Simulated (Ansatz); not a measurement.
**Be3Si: equation of state with PBE**

The system is Be3Si.

```
Si Be
1.0
    -1.70557    1.70557    3.42313
     1.70557   -1.70557    3.42313
     1.70557    1.70557   -3.42313
Si Be
1 3
Direct
  0.00000 0.00000 0.00000
  0.50000 0.50000 0.00000
  0.25000 0.75000 0.50000
  0.75000 0.25000 0.50000
```

The cell comes from a database or a generator and needn't be the stable form of this composition.

| Property | Result |
| --- | --- |
| Program | Ansatz 0.2.0 |
| Task | equation of state |
| Functional | PBE |
| Potentials or basis | Ansatz PAW |
| Cutoff | 420 eV |
| Density cutoff | 1680 eV |
| k mesh | 11 × 11 × 11 |
| Occupations | fermi-dirac, width 0.05 eV |
| Spin | no spin polarisation |

```json
{"Equilibrium volume": "9.87 Å³/atom", "Bulk modulus at fixed shape and positions": "118 GPa", "Pressure derivative of the bulk modulus": "3.6"}
```

Energy against volume, from the lowest point:
```tsv
volume (Å³/atom)	energy (meV/atom)
9.360	10.26
9.559	3.53
9.759	0.21
9.958	0.00
10.157	2.62
10.356	7.83
10.555	15.38
```

All runs of the series together: 13 s on 2 threads of Arm Neoverse V1, with other jobs on the host.

Caveat: the cell was scaled at fixed shape and fractional positions, which overstates the stiffness of a crystal with free parameters, most of all of layers and chains.
